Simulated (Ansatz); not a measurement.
HPbNO4:

```xyz
14
Lattice="4.1204 -0.0008 -0.0112 0.0040 6.4272 0.0536 0.0279 3.2071 7.7499" Properties=species:S:1:pos:R:3 pbc="T T T"
H     3.7380    2.9684    3.7875
H     1.6795    6.6644    4.0009
Pb    1.6467    4.2515    5.4933
Pb    3.6983    5.3813    2.2951
N     2.6193    1.9491    1.6102
N     0.5769    7.6848    6.1852
O     3.7590    3.8553    4.2210
O     2.2235    3.1363    1.5259
O     2.2071    1.0645    0.8217
O     3.4590    1.6183    2.5274
O     1.6973    5.7776    3.5672
O     0.1804    6.4980    6.2725
O     0.1698    8.5703    6.9754
O     1.4117    8.0143    5.2631
```

The cell was built by a generator and needn't be a form met in nature.

| Property | Result |
| --- | --- |
| Program | Ansatz 0.2.0 |
| Task | relaxation of cell and atoms |
| Functional | PBEsol |
| Potentials or basis | Ansatz PAW |
| Cutoff | 420 eV (not typed: the program's choice for these potentials) |
| k mesh | 5 × 4 × 3 |
| Occupations | fermi-dirac, width 0.05 eV |
| Spin | no spin polarisation |

At the start: volume 14.61 Å³/atom.

Problem. Where does the relaxation end?

Solution. It ends after 22 steps and the volume is 13.39 Å³/atom (-8.3 %); space group P2_1 (No. 4, to 0.05 Å).

Step by step:
```
step  energy change (eV)  largest force (eV/Å)  volume (Å³)
   1              0.0000                0.4432       204.53
   2             -0.0884                0.3012       184.77
   3             -0.1331                0.1599       193.89
   4             -0.1440                0.0749       192.78
   5             -0.1529                0.1063       191.51
   6             -0.1556                0.0647       191.09
   7             -0.1560                0.0334       191.06
   8             -0.1561                0.0270       191.05
   9             -0.1560                0.0223       191.10
  10             -0.1559                0.0141       191.12
  11             -0.1561                0.0064       191.08
  12             -0.1163                0.0063       191.08
  13             -0.1291                0.0360       188.79
  14             -0.1319                0.0418       188.25
  15             -0.1329                0.0291       188.05
  16             -0.1331                0.0261       188.01
  17             -0.1330                0.0183       188.04
  18             -0.1330                0.0021       188.04
  19             -0.1205                0.0022       188.04
  20             -0.1235                0.0201       187.38
  21             -0.1231                0.0083       187.49
  22             -0.1208                0.0082       187.49
```

Final structure:
```
CELL_PARAMETERS angstrom
3.92848 -0.00149 -0.01162
0.00283 6.30234 0.07808
0.02491 3.17542 7.61179
ATOMIC_POSITIONS crystal
H 0.91674 0.21638 0.47845
H 0.41672 0.78362 0.52154
Pb 0.41593 0.30378 0.70979
Pb 0.91603 0.69621 0.29020
N 0.62060 0.20004 0.21256
N 0.12049 0.79995 0.78746
O 0.92480 0.32668 0.53780
O 0.52064 0.39295 0.20150
O 0.50844 0.10989 0.11346
O 0.84304 0.08940 0.32897
O 0.42481 0.67333 0.46219
O 0.02053 0.60705 0.79852
O 0.00824 0.89013 0.88652
O 0.34298 0.91059 0.67104
```

Caveat: the plane-wave basis is chosen anew once the cell has moved, so the energies of steps on either side of that aren't comparable; the pressure holds a Pulay correction of +0.7 GPa for the finite cutoff; the PAW data sets come from PBE, with cores solved anew for the run's functional, which leaves a small shift of forces and pressure.
